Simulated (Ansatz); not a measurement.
# CH4Al2FGa: how energies converge with the basis set

How large a basis does CH4Al2FGa need? Two functionals are run in growing sets.

Method: one geometry, several basis sets; program: Ansatz 0.2.0, Gaussian basis.

Levels to be run: PBE0-D4/def2-SVP; ωB97M-V/def2-SVP; PBE0-D4/def2-QZVPP; the functionals' def2-TZVPP values are taken from earlier runs.

2 further runs of the same task are left out: 2 that didn't finish.

## Step 1: The geometry

The geometry comes from an earlier relaxation with PBE0-D4 in a triple-zeta def2 set; it is a stationary point, not always the lowest conformer.

9 atoms, charge 0, spin multiplicity 1.

Atoms are counted from 1 here; the program's logs count them from 0.

Bond lengths: C1–Al2 1.959 Å, C1–H6 1.094 Å, C1–H7 1.094 Å, C1–H8 1.093 Å, Al2–Al3 2.476 Å, Al2–Ga4 2.715 Å, Al3–Ga4 2.462 Å, Al3–H9 1.826 Å, Ga4–F5 1.761 Å. Angles: Al2–C1–H6 110.8°, Al2–C1–H7 110.9°, Al2–C1–H8 111.5°, H6–C1–H7 107.4°, H6–C1–H8 108.0°, H7–C1–H8 108.0°, C1–Al2–Al3 157.0°, C1–Al2–Ga4 139.0°, Al3–Al2–Ga4 56.4°, Al2–Al3–Ga4 66.7°, Al2–Al3–H9 47.3°, Ga4–Al3–H9 71.8°, Al2–Ga4–Al3 56.9°, Al2–Ga4–F5 136.4°, Al3–Ga4–F5 163.0°.

## Step 2: PBE0-D4 in def2-SVP

in.yaml

```yaml
crystal:
  periodic: [false, false, false]
  atoms:
    - {symbol: C, position_ang: [-0.760287, -0.509660, 1.642144]}
    - {symbol: Al, position_ang: [0.513030, -0.223994, 0.181631]}
    - {symbol: Al, position_ang: [2.399878, 0.833682, -1.022389]}
    - {symbol: Ga, position_ang: [0.492762, 0.293686, -2.483447]}
    - {symbol: F, position_ang: [-0.486183, -0.182070, -3.868279]}
    - {symbol: H, position_ang: [-1.569945, -1.174789, 1.327316]}
    - {symbol: H, position_ang: [-0.269524, -0.975690, 2.501963]}
    - {symbol: H, position_ang: [-1.205827, 0.431294, 1.975828]}
    - {symbol: H, position_ang: [0.886086, 1.507540, -0.254758]}
basis:
  gaussian: {orbitals: def2-SVP}
hamiltonian: {xc: pbe0, dispersion: d4}
output: {orbitals: {seedname: orbitals}}
```

Run with:

```
$ ansatz run in.yaml --threads 2 --pin off --events-out ev --progress --plain --max-ram 4352MiB
```

The runs that follow: ωB97M-V in def2-SVP; PBE0-D4 in def2-QZVPP.

**Question.** What will the summary of the whole plan be? Wanted: PBE0-D4: double and triple zeta above quadruple.

The runs gave:

| quantity | value |
| --- | --- |
| PBE0-D4: double and triple zeta above quadruple | 17.78, 1.78 eV |

What this shows: For PBE0-D4 the step from double to triple zeta gains 15.99 eV and the next only 1.78 eV. These are total energies; as a rule much of such shifts cancels in differences, which this series doesn't test.
